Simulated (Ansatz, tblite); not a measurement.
# Dimethylphenylsulfonium hydroxide (C8H12OS): one state, many levels

How do method and basis change the picture of dimethylphenylsulfonium hydroxide (C8H12OS) (singlet)?

Method: as each input shows; program: Ansatz 0.2.0, Gaussian basis.

The runs, in order: GFN1-xTB, GFN2-xTB, PBE-D4/def2-TZVP, r2SCAN-D4/def2-TZVP, BLYP-D4/def2-TZVP, HSE06-D4/def2-TZVP, PBE-D4/def2-SVP, PBE0-D4/def2-SVP, HF/STO-3G, HF/6-31G, B3LYP-D4/6-31G, MP2/def2-SVP.

## Step 1: The relaxed structure

The geometry is that of the singlet, from an earlier relaxation (PBE-D4/def2-SVP).

SMILES `C[S+](C)c1ccccc1.[OH-]`, 22 atoms, charge 0, spin multiplicity 1.

Bond lengths: C1–S2 1.830 Å, C1–H10 1.106 Å, C1–H11 1.102 Å, C1–H12 1.108 Å, S2–C3 1.830 Å, S2–C4 1.945 Å, S2–O21 1.987 Å, C3–H13 1.102 Å, C3–H14 1.106 Å, C3–H15 1.108 Å, C4–C5 1.402 Å, C4–C9 1.406 Å, C5–C6 1.406 Å, C5–H16 1.104 Å, C6–C7 1.403 Å, C6–H17 1.101 Å, C7–C8 1.406 Å, C7–H18 1.101 Å and more. Angles: S2–C1–H10 109.7°, S2–C1–H11 104.0°, S2–C1–H12 109.3°, H10–C1–H11 113.7°, H10–C1–H12 109.6°, H11–C1–H12 110.4°, C1–S2–C3 111.2°, C1–S2–C4 91.8°, C1–S2–O21 85.9°, C3–S2–C4 92.4°, C3–S2–O21 85.7°, C4–S2–O21 176.2°, S2–C3–H13 103.9°, S2–C3–H14 110.1°, S2–C3–H15 109.3°, H13–C3–H14 113.6°, H13–C3–H15 110.0°, H14–C3–H15 109.8° and more.

PBE0-D4/def2-TZVP was run before; its log isn't repeated, and its numbers join the tables.

## Step 2: GFN1-xTB

Tight binding, by tblite at 300 K electronic temperature and without a spin-polarisation term:

```python
tblite.interface.Calculator('GFN1-xTB', numbers, positions, charge=0, uhf=0).singlepoint()
```

Energy -862.0599 eV, HOMO -10.98 eV, LUMO -7.40 eV; 0.015 s.

## Step 3: GFN2-xTB

Tight binding, by tblite at 300 K electronic temperature and without a spin-polarisation term:

```python
tblite.interface.Calculator('GFN2-xTB', numbers, positions, charge=0, uhf=0).singlepoint()
```

Energy -828.4113 eV, HOMO -9.68 eV, LUMO -6.37 eV; 0.009 s.

## Step 4: PBE-D4/def2-TZVP

start.molden holds the orbitals of an earlier run on this state, given as this run's starting guess.

in.yaml

```yaml
crystal:
  periodic: [false, false, false]
  atoms:
    - {symbol: C, position_ang: [1.881348, 0.512414, 1.211086]}
    - {symbol: S, position_ang: [1.399242, -0.802854, 0.032956]}
    - {symbol: C, position_ang: [1.563317, -0.232414, -1.698007]}
    - {symbol: C, position_ang: [-0.470532, -0.275108, 0.114686]}
    - {symbol: C, position_ang: [-1.344132, -1.280773, 0.552400]}
    - {symbol: C, position_ang: [-2.722883, -1.028064, 0.662625]}
    - {symbol: C, position_ang: [-3.230490, 0.238033, 0.333647]}
    - {symbol: C, position_ang: [-2.358726, 1.249297, -0.105623]}
    - {symbol: C, position_ang: [-0.982511, 0.992536, -0.214075]}
    - {symbol: H, position_ang: [1.028066, 0.749045, 1.874305]}
    - {symbol: H, position_ang: [2.751175, 0.090560, 1.741109]}
    - {symbol: H, position_ang: [2.176515, 1.419315, 0.646302]}
    - {symbol: H, position_ang: [2.298802, -0.926275, -2.136122]}
    - {symbol: H, position_ang: [0.578379, -0.255761, -2.200312]}
    - {symbol: H, position_ang: [1.964911, 0.799949, -1.706708]}
    - {symbol: H, position_ang: [-0.937995, -2.273999, 0.810028]}
    - {symbol: H, position_ang: [-3.403311, -1.822886, 1.006475]}
    - {symbol: H, position_ang: [-4.309331, 0.439683, 0.418091]}
    - {symbol: H, position_ang: [-2.755323, 2.243430, -0.366188]}
    - {symbol: H, position_ang: [-0.308496, 1.797319, -0.554122]}
    - {symbol: O, position_ang: [3.339838, -1.216083, -0.078489]}
    - {symbol: H, position_ang: [3.842155, -0.417383, -0.344065]}
basis:
  gaussian: {orbitals: def2-TZVP, initial_orbitals: start.molden}
hamiltonian: {xc: pbe, dispersion: d4}
scf: {omitted_lower_state_checks: [starts]}
output: {orbitals: {seedname: orbitals}}
```

The run is started by

```console
$ ansatz run in.yaml --threads 4 --pin off --events-out ev --progress --plain --max-ram 6963MiB
```

After this run come: r2SCAN-D4/def2-TZVP; BLYP-D4/def2-TZVP; HSE06-D4/def2-TZVP; PBE-D4/def2-SVP; PBE0-D4/def2-SVP; HF/STO-3G; HF/6-31G; B3LYP-D4/6-31G; MP2/def2-SVP.

Q: Predict the results of all the runs planned. Wanted: gap in def2-TZVP, named functionals, smallest and largest; correlation energy, MP2/def2-SVP; binding an atom, functionals in def2-TZVP; PBE0 total energy, smallest basis above largest.

The runs gave:

| quantity | value |
| --- | --- |
| gap in def2-TZVP, named functionals, smallest and largest | 3.51 eV (PBE-D4), 5.72 eV (PBE0-D4) |
| correlation energy, MP2/def2-SVP | -39.05 eV |
| binding an atom, functionals in def2-TZVP | 4.33 (BLYP-D4) to 4.46 eV (PBE-D4) |
| PBE0 total energy, smallest basis above largest | 15.58 eV (def2-SVP, def2-TZVP) |

What this shows: Over the named functionals in def2-TZVP the gap runs from 3.51 eV (PBE-D4) to 5.72 eV (PBE0-D4); exact exchange widens it.
